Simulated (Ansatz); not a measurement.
# CO2: the cost of one run

All numbers below are computed with Ansatz 0.2.0 (DFT PBE+D3(BJ), plane waves, PAW, scalar-relativistic, no spin polarisation).

### Step 1. The starting structure

The cell holds 18 atoms (C6O12): a = 7.343 Å, b = 7.343 Å, c = 7.343 Å, α = 90.00°, β = 90.00°, γ = 90.00°.

Coordinates:

```xyz
18
Lattice="7.3434 0.0000 0.0000 0.0000 7.3434 0.0000 0.0000 0.0000 7.3434" Properties=species:S:1:pos:R:3 pbc="T T T"
C     2.8225    4.9125    6.9699
O     1.8835    5.0930    6.2807
O     3.7614    4.7320    7.6591
C     6.8967    3.5061    4.3656
O     7.0270    3.5097    5.5370
O     6.7663    3.5025    3.1942
C     6.2551    6.6794    0.0056
O     6.0982    5.5331    0.2306
O     6.4121    7.8256   -0.2195
C     7.2024    0.2128    2.9040
O     6.1078    0.0278    3.3000
O     8.2970    0.3978    2.5080
C     3.5170    1.3014    6.8267
O     3.5152    0.3327    7.4982
O     3.5187    2.2701    6.1553
C     3.5265    3.2823    3.1005
O     2.6051    3.8863    3.5193
O     4.4480    2.6784    2.6816
```

### Step 2. Relaxing the start

Contents of input.yaml:

```yaml
crystal:
  lattice:
    - [7.34342, 0.0, 0.0]
    - [0.0, 7.34342, 0.0]
    - [0.0, 0.0, 7.34342]
  atoms:
    - { symbol: C, position: [0.3843525, 0.6689611, 0.9491353] }
    - { symbol: O, position: [0.2564884, 0.6935425, 0.8552818] }
    - { symbol: O, position: [0.5122166, 0.6443796, 1.0429887] }
    - { symbol: C, position: [0.9391636, 0.4774436, 0.5944896] }
    - { symbol: O, position: [0.9569154, 0.477934, 0.7540095] }
    - { symbol: O, position: [0.9214119, 0.4769531, 0.4349697] }
    - { symbol: C, position: [0.8517992, 0.9095698, 0.0007584] }
    - { symbol: O, position: [0.8304245, 0.7534739, 0.0314038] }
    - { symbol: O, position: [0.8731739, 1.0656657, -0.029887] }
    - { symbol: C, position: [0.9807955, 0.0289722, 0.3954515] }
    - { symbol: O, position: [0.8317339, 0.0037798, 0.4493768] }
    - { symbol: O, position: [1.1298571, 0.0541646, 0.3415261] }
    - { symbol: C, position: [0.4789283, 0.1772191, 0.9296417] }
    - { symbol: O, position: [0.478689, 0.0453077, 1.0210818] }
    - { symbol: O, position: [0.4791675, 0.3091304, 0.8382016] }
    - { symbol: C, position: [0.480227, 0.4469782, 0.4222089] }
    - { symbol: O, position: [0.354747, 0.5292202, 0.4792438] }
    - { symbol: O, position: [0.605707, 0.3647362, 0.365174] }
basis:
  ecutwfc: 420.0
kpoints:
  mp_grid: { grid: [1, 1, 1] }
hamiltonian:
  xc: pbe
  dispersion: d3bj
scf:
  occupations: { method: fermi_dirac, width: 0.02 }
  lower_state_search: "off"
relax:
  f_tol: 0.3
  max_steps: 15
  adjacent_minimum: "off"
```

The run is started by

```console
> ansatz run input.yaml --threads 1 --pin off --max-ram 3072MiB --backend cpu --events-out ev --progress --plain --runs-dir out
```

What time and memory should one allow on 1 thread of Arm Neoverse V1, shared host?

About 36 s, with a peak of 0.39 GiB.
